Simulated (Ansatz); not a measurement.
# Relaxation of Li2Sb

Wanted: the geometry at rest of Li2Sb (a known structure type filled with other elements, at an estimated volume), relaxing cell and atoms, and its electronic structure there.

Method: DFT, PBEsol, no spin polarisation, plane waves, PAW, in Ansatz 0.2.0.

**1. Geometry**

The structure is hexagonal, space group P6_3/mmc (No. 194). The conventional cell has a = 4.548 Å, b = 4.548 Å, c = 5.572 Å, α = 90.00°, β = 90.00°, γ = 120.00°. Around Li (site symmetry -6m2) lie 5 Sb at 2.63 to 2.79 Å and 6 Li at 2.97 Å. Sb (site symmetry -6m2) has 11 Li at 2.63 to 2.97 Å as nearest neighbours. Li (site symmetry -3m) has 8 Li at 2.79 to 2.97 Å and 6 Sb at 2.97 Å as nearest neighbours.

The coordinates stand in the input below.

The first density is read from a saved solution for the starting cell.

**2. Relaxing**

input.yaml

```yaml
crystal:
  lattice:
    - [4.548282, 0.0, 0.0]
    - [-2.274141, 3.938932, 0.0]
    - [0.0, 0.0, 5.571719]
  atoms:
    - { symbol: Li, position: [0.3333, 0.6667, 0.75] }
    - { symbol: Li, position: [0.6666, 0.3333, 0.25] }
    - { symbol: Sb, position: [0.3333, 0.6667, 0.25] }
    - { symbol: Sb, position: [0.6666, 0.3333, 0.75] }
    - { symbol: Li, position: [0.0, 0.0, 0.0] }
    - { symbol: Li, position: [0.0, 0.0, 0.5] }
  symmetry: { tolerance: 0.0003 }
kpoints:
  mp_grid: { grid: [7, 7, 5], shift: [0, 0, 0] }
magnetization:
  spin_polarized: false
scf:
  occupations: { method: methfessel_paxton, width: 0.0415 }
  lower_state_search: "off"
hamiltonian:
  pseudopotentials: { kind: paw }
  xc: pbesol
basis:
  ecutwfc: 420
  fft_grid_basis: typed
relax:
  max_steps: 60
  cell: { p_target: 0.0 }
output:
  forces: true
  stress: true
  eigenvalues: true
  bader: true
  populations: true
  elf: true
  write_potential: true
  volumetric_format: npy
  dos:
    e_range: [-12, 8]
    de: 0.05
    projected: { site_lists: { Li: [Li], Sb: [Sb] } }
  write_density: true
checkpoint:
  read: saved_state
```

Launch:

```bash
$ ansatz run input.yaml --threads 2 --pin off --max-ram 3584MiB --backend cpu --events-out ev --progress --plain --runs-dir out
```

Before running it: what results should come out? Wanted: moves; energy gained; largest move; cell; volume; pressure at the end; character; Bader charges.

**Answer**, as computed:

| quantity | value |
| --- | --- |
| moves | 3 |
| energy gained | 26.5 meV/atom |
| largest move | 0.00 Å |
| space group (0.01 Å), before / after | P6_3/mmc / P6_3/mmc |
| cell | a = 4.658 Å, b = 4.658 Å, c = 5.905 Å, α = 90.00°, β = 90.00°, γ = 120.00° |
| volume | 18.49 Å³/atom (+11.2 %) |
| pressure at the end | 0.02 GPa |
| formation energy (elements from separate runs) | -0.51 eV/atom |
| character | metal |
| density of states, mean within 0.25 eV of the Fermi level | 2.2 per eV per cell |
| Bader charges | Li +0.83 to +0.85, Sb -1.68 e |

The volume grew by 11.2 %, and the atoms end where they began within the cell; the energy fell by 26.5 meV per atom. The run held to 24 symmetry operations, so a lower structure without them is not ruled out. It is a metal; within 0.25 eV of the Fermi level the density of states averages 2.2 per eV per cell, mostly Sb p (89 %). By Bader's partition Li gives up most (+0.84 e) and Sb takes most (-1.68 e). Set against separate runs on the elements (Li bcc, Sb A7 rhombohedral), it forms at -0.51 eV per atom, which says nothing yet of rival compounds.
